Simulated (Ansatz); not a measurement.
# SnSe2: how the settings move a single-point run

How sensitive is a single-point run of SnSe2 to its settings? A reference run comes first, then one run with altered input.

Program: Ansatz 0.2.0. Level of theory: reference: DFT, r2SCAN, all-electron PAW with datasets made for the crystal, scalar-relativistic. These are calculated values, not measurements.

### Step 1. Starting point

The structure is trigonal, space group P-3m1 (No. 164). The conventional cell has a = 3.841 Å, b = 3.841 Å, c = 6.526 Å, α = 90.00°, β = 90.00°, γ = 120.00°. Around Sn (site symmetry -3m) lie 6 Se at 2.72 Å. Around Se (site symmetry 3m) lie 3 Sn at 2.72 Å.

As a file:

```
Sn Se
1.0
     3.84090    0.00000    0.00000
    -1.92045    3.32632    0.00000
     0.00000    0.00000    6.52642
Sn Se
1 2
Direct
  0.00000 0.00000 0.00000
  0.33333 0.66667 0.24113
  0.66667 0.33333 0.75887
```

### Step 2. Reference

Contents of input.yaml:

```yaml
crystal:
  lattice:
    - [3.8409046798, 0.0, 0.0]
    - [-1.9204523399, 3.3263210263, 0.0]
    - [0.0, 0.0, 6.526420033]
  atoms:
    - { symbol: Sn, position: [0.0, 0.0, 0.0] }
    - { symbol: Se, position: [0.3333333333, 0.6666666667, 0.2411266802] }
    - { symbol: Se, position: [0.6666666667, 0.3333333333, 0.7588733198] }
kpoints:
  mp_grid: { grid: [8, 8, 4] }
scf:
  occupations: { method: fermi_dirac, width: 0.02 }
hamiltonian:
  xc: r2scan
  pseudopotentials: { kind: all_electron, datasets: crystal }
output:
  forces: true
  stress: true
  eigenvalues: true
  efg: { contact_densities: true }
```

The run is started by

```console
ansatz run input.yaml --threads 1 --pin off --max-ram 3072MiB --backend cpu --events-out ev --progress --plain --runs-dir out
```

### Step 3. Changed: lower_state_search standard

Edit input.yaml of step 2 so:

```diff
@@ -13,2 +13,3 @@
   occupations: { method: fermi_dirac, width: 0.02 }
+  lower_state_search: standard
 hamiltonian:
```

**Question.** What will these runs give? Wanted: for each run, ending; energy change; pressure; gap; force.

**Answer**, as computed:

| run | ending | energy change | pressure (GPa) | gap (eV) | force (eV/Å) | cycles | time |
| --- | --- | --- | --- | --- | --- | --- | --- |
| reference | converged | 0 | 0.0 | 1.03 | 0.00 | 9 | 12 s |
| 1: lower_state_search standard | converged | 0.0 meV/atom | 0.0 | 1.03 | 0.00 | 9 | 12 s |

Residual by cycle in the longest SCF loop of each run; runs are numbered as in the table. The quantity is the density residual dr2, in eV.

| cycle | reference | run 1 |
| --- | --- | --- |
| 1 | 1.15 | 1.15 |
| 2 | 0.184 | 0.184 |
| 3 | 0.0168 | 0.0168 |
| 4 | 0.00102 | 0.00102 |
| 5 | 1.1e-4 | 1.1e-4 |
| 6 | 3.4e-5 | 3.4e-5 |
| 7 | 2.2e-6 | 2.2e-6 |
| 8 | 1.8e-7 | 1.8e-7 |
| 9 | 7.1e-9 | 7.1e-9 |

The changed input (search for lower states) leaves the energy the same to the digits printed.

The gaps are Kohn-Sham values of a semilocal functional, not quasiparticle or optical gaps. Such gaps usually fall short of the measured ones.
